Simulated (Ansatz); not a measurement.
**SiGe4H12: vertical ionisation energy**

An exercise on one series of results from a longer session: the logs are not shown, and one member is left open.

Computed with Ansatz 0.2.0, Gaussian basis. Level: unrestricted cation, the program's frozen cores in correlated methods.

The runs, in order: UKS PBE-D4/def2-TZVPP; UKS r2SCAN-D4/def2-TZVPP; UKS PBE0-D4/def2-TZVPP; UKS B3LYP-D4/def2-TZVPP; UKS wB97X-V/def2-TZVPP; UKS wB97M-V/def2-TZVPP; UKS B2PLYP/def2-TZVPP; UHF-CCSD(T)/def2-TZVPP; UHF-MP2/def2-QZVPP; extrapolation to the limit; then −ε(HOMO) from the neutral's earlier runs with LDA (SPW92), PBE-D4, revPBE-D4, BLYP-D4, r2SCAN-D4, B97M-V, PBE0-D4, B3LYP-D4, r2SCANh-D4, r2SCAN0-D4, HSE06-D4, BHLYP-D4, CAM-B3LYP-D4, LC-ωPBE, ωB97X-V, ωB97M-V.

### The relaxed structure

An earlier PBE0-D4 in a triple-zeta def2 set relaxation fixed the geometry.

SMILES `[GeH3][GeH2][SiH2][GeH2][GeH3]`, 17 atoms, charge 0, spin multiplicity 1.

Atoms are counted from 1 here; the program's logs count them from 0.

Bond lengths: Ge1–Ge2 2.424 Å, Ge1–H6 1.538 Å, Ge1–H7 1.538 Å, Ge1–H8 1.538 Å, Ge2–Si3 2.379 Å, Ge2–H9 1.540 Å, Ge2–H10 1.541 Å, Si3–Ge4 2.379 Å, Si3–H11 1.489 Å, Si3–H12 1.489 Å, Ge4–Ge5 2.424 Å, Ge4–H13 1.541 Å, Ge4–H14 1.540 Å, Ge5–H15 1.538 Å, Ge5–H16 1.538 Å, Ge5–H17 1.538 Å. Angles: Ge2–Ge1–H6 110.0°, Ge2–Ge1–H7 111.2°, Ge2–Ge1–H8 109.8°, H6–Ge1–H7 108.7°, H6–Ge1–H8 108.4°, H7–Ge1–H8 108.7°, Ge1–Ge2–Si3 109.9°, Ge1–Ge2–H9 109.8°, Ge1–Ge2–H10 108.7°, Si3–Ge2–H9 111.3°, Si3–Ge2–H10 109.2°, H9–Ge2–H10 107.9°, Ge2–Si3–Ge4 108.1°, Ge2–Si3–H11 110.5°, Ge2–Si3–H12 109.6°, Ge4–Si3–H11 109.6°, Ge4–Si3–H12 110.5°, H11–Si3–H12 108.5° and more.

Geometry (Å):

```
Ge   -1.96017    0.86021    1.61124
Ge    0.33760    1.53911    1.24347
Si    1.70241   -0.37931    0.89873
Ge    0.64266   -1.75727   -0.72610
Ge    0.00033   -0.42383   -2.64581
H    -2.04502   -0.07180    2.83139
H    -2.86672    2.07771    1.85580
H    -2.48012    0.09788    0.38115
H     0.83443    2.37095    2.44070
H     0.39521    2.43332   -0.00998
H     3.05121    0.02143    0.41182
H     1.86298   -1.11624    2.18251
H    -0.62337   -2.38375   -0.11066
H     1.56720   -2.90435   -1.17505
H    -0.67017   -1.28957   -3.72510
H    -0.98698    0.67110   -2.20879
H     1.23852    0.25439   -3.25534
```

Set-up of the first run:

in.yaml reads:

```yaml
crystal:
  periodic: [false, false, false]
  atoms:
    - {symbol: Ge, position_ang: [-1.960172, 0.860212, 1.611237]}
    - {symbol: Ge, position_ang: [0.337602, 1.539114, 1.243474]}
    - {symbol: Si, position_ang: [1.702409, -0.379305, 0.898735]}
    - {symbol: Ge, position_ang: [0.642663, -1.757272, -0.726096]}
    - {symbol: Ge, position_ang: [0.000326, -0.423829, -2.645807]}
    - {symbol: H, position_ang: [-2.045018, -0.071797, 2.831389]}
    - {symbol: H, position_ang: [-2.866717, 2.077710, 1.855796]}
    - {symbol: H, position_ang: [-2.480123, 0.097878, 0.381146]}
    - {symbol: H, position_ang: [0.834428, 2.370948, 2.440700]}
    - {symbol: H, position_ang: [0.395207, 2.433321, -0.009981]}
    - {symbol: H, position_ang: [3.051207, 0.021431, 0.411822]}
    - {symbol: H, position_ang: [1.862980, -1.116241, 2.182515]}
    - {symbol: H, position_ang: [-0.623369, -2.383747, -0.110660]}
    - {symbol: H, position_ang: [1.567204, -2.904351, -1.175048]}
    - {symbol: H, position_ang: [-0.670166, -1.289568, -3.725102]}
    - {symbol: H, position_ang: [-0.986978, 0.671105, -2.208794]}
    - {symbol: H, position_ang: [1.238518, 0.254391, -3.255337]}
basis:
  gaussian: {orbitals: def2-TZVPP}
total_charge: 1
magnetization: {spin_polarized: true, initial_magnetization: 1}
hamiltonian: {xc: pbe, dispersion: d4}
```

Among the steps run: Cation, UKS PBE-D4/def2-TZVPP; Cation, UKS r2SCAN-D4/def2-TZVPP; Cation, UKS PBE0-D4/def2-TZVPP; Cation, UKS B3LYP-D4/def2-TZVPP; Cation, UKS wB97X-V/def2-TZVPP; Cation, UKS wB97M-V/def2-TZVPP; Cation, UKS B2PLYP (frozen core)/def2-TZVPP; Cation, UHF-CCSD(T)/def2-TZVPP; Cation, UHF-MP2/def2-QZVPP.

One of the session's tables, all rows but one given; the rest of the session is left out.

It belongs to the step «Ionisation energies side by side». For comparison, −ε(HOMO) of the neutral from earlier runs:

| functional | −ε(HOMO) (eV) |
| --- | --- |
| LDA (SPW92) | 6.87 |
| PBE-D4 | 6.76 |
| revPBE-D4 | 6.71 |
| BLYP-D4 | ? |
| r2SCAN-D4 | 7.02 |
| B97M-V | 7.13 |
| PBE0-D4 | 7.77 |
| B3LYP-D4 | 7.56 |
| r2SCANh-D4 | 7.38 |
| r2SCAN0-D4 | 7.93 |
| HSE06-D4 | 7.39 |
| BHLYP-D4 | 8.63 |
| CAM-B3LYP-D4 | 8.93 |
| LC-ωPBE | 10.21 |
| ωB97X-V | 9.90 |
| ωB97M-V | 9.70 |

**Question.** Estimate the row for BLYP-D4.

Worked estimate for «−ε(HOMO) (eV)». Against the share of exact exchange, B3LYP-D4 (0.2, 7.56), BHLYP-D4 (0.5, 8.63) give a slope of 3.57 per unit share; at 0 the line stands at 6.85.

The run gave: −ε(HOMO) (eV): 6.59. In «−ε(HOMO) (eV)» the line misses by +0.26.
